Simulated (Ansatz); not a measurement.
Turn this script for Ansatz's Python interface into the input file that the command-line program reads.

`c3h7geno.py`:
```python
"""Single point of C3H7GeNO in a Gaussian basis."""

import ansatz as az

SETTINGS = {
    "basis": "def2-SVP",
    "xc": "R2SCAN0",
}


def main() -> None:
    geometry_ang = [
        ("N", (2.6312, 1.0715, 0.9117)),
        ("C", (2.5556, -0.0783, 0.3167)),
        ("C", (1.3046, -0.6349, -0.2434)),
        ("C", (0.0883, -0.1229, -0.0444)),
        ("O", (-1.0165, -0.7409, -0.6235)),
        ("Ge", (-2.6877, -0.0838, -0.3768)),
        ("H", (1.8221, 1.7128, 1.0541)),
        ("H", (3.4619, -0.6571, 0.1988)),
        ("H", (1.3908, -1.5363, -0.8376)),
        ("H", (-0.0627, 0.7585, 0.5625)),
        ("H", (-3.7083, -0.9707, -1.1346)),
        ("H", (-2.7563, 1.3663, -0.92)),
        ("H", (-3.0231, -0.0842, 1.1365)),
    ]
    system = az.Crystal.molecule()
    for symbol, xyz in geometry_ang:
        system = system.atom(symbol, xyz)

    calc = system.calculation()
    calc = calc.basis(gaussian=SETTINGS["basis"])
    calc = calc.functional(SETTINGS["xc"])
    trace = []
    out = calc.session().plan().execute(on_event=trace.append)
    rep = out.report
    for event in trace:
        if event["event"] == "mean_field_evaluation" and event["data"]["evaluation"] <= 25:
            print("pass {evaluation:3d}  E = {energy_ev:.6f} eV  gradient {gradient_ev:.1e}".format(**event["data"]))

    for key in ("converged", "free_energy_ev", "reference_energy_ev", "n_frozen", "n_occupied", "n_virtual"):
        print(f"{key:22s} {rep[key]}")


if __name__ == "__main__":
    main()
```

```console
$ python c3h7geno.py
pass   1  E = -63255.106584 eV  gradient 5.2e+01
pass   2  E = -63251.420058 eV  gradient 6.6e+01
pass   3  E = -63260.649860 eV  gradient 1.2e+01
pass   4  E = -63260.936757 eV  gradient 3.7e+00
pass   5  E = -63260.963273 eV  gradient 1.5e+00
pass   6  E = -63260.963259 eV  gradient 1.5e+00
pass   7  E = -63261.177883 eV  gradient 1.6e+00
pass   8  E = -63261.183303 eV  gradient 2.5e-01
pass   9  E = -63261.183446 eV  gradient 9.3e-02
pass  10  E = -63261.183458 eV  gradient 5.1e-02
pass  11  E = -63261.183463 eV  gradient 5.1e-02
pass  12  E = -63261.183467 eV  gradient 1.4e-02
pass  13  E = -63261.183468 eV  gradient 4.8e-03
pass  14  E = -63261.183468 eV  gradient 6.4e-04
pass  15  E = -63261.183468 eV  gradient 6.4e-04
pass  16  E = -63261.183468 eV  gradient 2.2e-04
pass  17  E = -63261.183468 eV  gradient 6.6e-05
pass  18  E = -63261.183468 eV  gradient 6.6e-05
pass  19  E = -63261.183468 eV  gradient 6.6e-05
converged              True
free_energy_ev         -63261.183477054336
reference_energy_ev    -63261.183477054336
n_frozen               0
n_occupied             [36, 36]
n_virtual              [101, 101]
```

`input.yaml`:
```yaml
crystal:
  periodic: [false, false, false]
  atoms:
    - { symbol: "N", position_ang: [2.6312, 1.0715, 0.9117] }
    - { symbol: C, position_ang: [2.5556, -0.0783, 0.3167] }
    - { symbol: C, position_ang: [1.3046, -0.6349, -0.2434] }
    - { symbol: C, position_ang: [0.0883, -0.1229, -0.0444] }
    - { symbol: O, position_ang: [-1.0165, -0.7409, -0.6235] }
    - { symbol: Ge, position_ang: [-2.6877, -0.0838, -0.3768] }
    - { symbol: H, position_ang: [1.8221, 1.7128, 1.0541] }
    - { symbol: H, position_ang: [3.4619, -0.6571, 0.1988] }
    - { symbol: H, position_ang: [1.3908, -1.5363, -0.8376] }
    - { symbol: H, position_ang: [-0.0627, 0.7585, 0.5625] }
    - { symbol: H, position_ang: [-3.7083, -0.9707, -1.1346] }
    - { symbol: H, position_ang: [-2.7563, 1.3663, -0.92] }
    - { symbol: H, position_ang: [-3.0231, -0.0842, 1.1365] }
basis:
  gaussian:
    orbitals: def2-SVP
hamiltonian:
  xc: r2scan0
```

Caveats:
- Total energies depend on the basis set; only differences at equal settings carry meaning.
- The geometry is a force-field or estimated start, not a minimum of this method, and the basis set is short of its limit.
- Early passes use coarser integrals and grids, so their energies can't be compared with the last.
- Hardware and time: 14 s on 1 thread of Arm Neoverse V1, on a shared host, peak memory 0.41 GiB.

(Lines on the test bed's own set-up are left out of the output.)
